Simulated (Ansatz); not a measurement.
Runs of Ansatz 0.2.0 on NbSi. Symmetry: Fm-3m, No. 225, cubic system. Conventional cell: a = 5.148 Å, b = 5.148 Å, c = 5.148 Å, α = 90.00°, β = 90.00°, γ = 90.00°. Nb (site symmetry m-3m) is surrounded by 6 Si at 2.57 Å. Around Si (site symmetry m-3m) lie 6 Nb at 2.57 Å. The cell was built by a generator and needn't be a form met in nature.

```tsv
task	level	potentials or basis	k mesh	cutoff (eV)	smearing	phonons	basis error allowed	mesh quality	gap on the mesh (eV)	pressure (GPa)
phonons	PBE	all-electron LAPW, scalar-relativistic	9 × 9 × 9	224	fermi-dirac 0.05 eV	-	0.002 eV/atom	not flagged	none	-
single point	PBE	all-electron LAPW, scalar-relativistic	5 × 5 × 5	208	fermi-dirac 0.04 eV	-	0.002 eV/atom	coarse	none	(a)
elastic constants	PBE	all-electron LAPW, scalar-relativistic	7 × 7 × 7	224	fermi-dirac 0.05 eV	-	0.002 eV/atom	coarse	none	0.2
phonons	PBEsol	all-electron PAW datasets made for the crystal	9 × 9 × 9	270	fermi-dirac 0.05 eV	method dfpt	-	not flagged	none	-
```

Alike in all rows: no spin polarisation; cell as given.

Task: Fill in the values left out.

Result: (a) 0.3.

Caveats: some runs use coarse meshes; a metal's response needs a denser mesh (some runs); the k mesh is thin for a metal, which can move the energy by tens of meV per atom (some runs); elastic constants of metals need much finer meshes, so these are rough (some runs); the program warned that the printed levels may be off, so bands, gaps and densities of states are rough (some runs).

A k mesh can miss the band edges, and the runs leave out spin-orbit coupling on Nb.

A gap of «none» marks a metal or a gap under the smearing width.

The runs don't all hold the same shells in valence.
